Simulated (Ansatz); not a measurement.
# AlGaHO: the cost of one run

Computed with Ansatz 0.2.0, Gaussian basis. Level: the settings change from run to run.

23 further runs of the same task are left out: 3 for a known fault of the program, 8 that didn't finish, 12 set aside as unsound or not needed.

## Step 1: The geometry

The geometry is a PBE0/def2-TZVP stationary point (not a proven minimum) with its atoms shifted at random (size 0.040 Å). No spin-orbit coupling is included. The filled d shell of Ga may be among the frozen orbitals whatever the setting's name suggests; the logs give the count.

4 atoms, charge 0, spin multiplicity 2.

Atoms are counted from 1 here; the program's logs count them from 0.

Bond lengths: Al1–Ga2 2.672 Å, Ga2–O3 1.713 Å, O3–H4 0.989 Å. Angles: Al1–Ga2–O3 177.2°, Ga2–O3–H4 170.6°.

## Step 2: CCSDT on ROHF/6-31G

The input, in.yaml:

```yaml
crystal:
  periodic: [false, false, false]
  atoms:
    - {symbol: Al, position_ang: [0.002337, -0.001845, -3.104879]}
    - {symbol: Ga, position_ang: [0.001504, -0.017987, -0.433032]}
    - {symbol: O, position_ang: [0.049468, 0.041323, 1.278255]}
    - {symbol: H, position_ang: [-0.053309, -0.021491, 2.259657]}
basis:
  gaussian: {orbitals: 6-31G}
magnetization: {spin_polarized: false, initial_magnetization: 1}
correlation: {method: ccsdt, electrons: outside_noble_gas, diis_vectors: 2}
scf: {omitted_lower_state_checks: [cluster_reference]}
```

Command:

```console
> ansatz run in.yaml --threads 1 --pin off --events-out ev --progress --plain --max-ram 2393MiB
```

What time and memory should one allow on 1 thread of Arm Neoverse V2, shared host?

About 62 s, with a peak of 0.3 GiB.
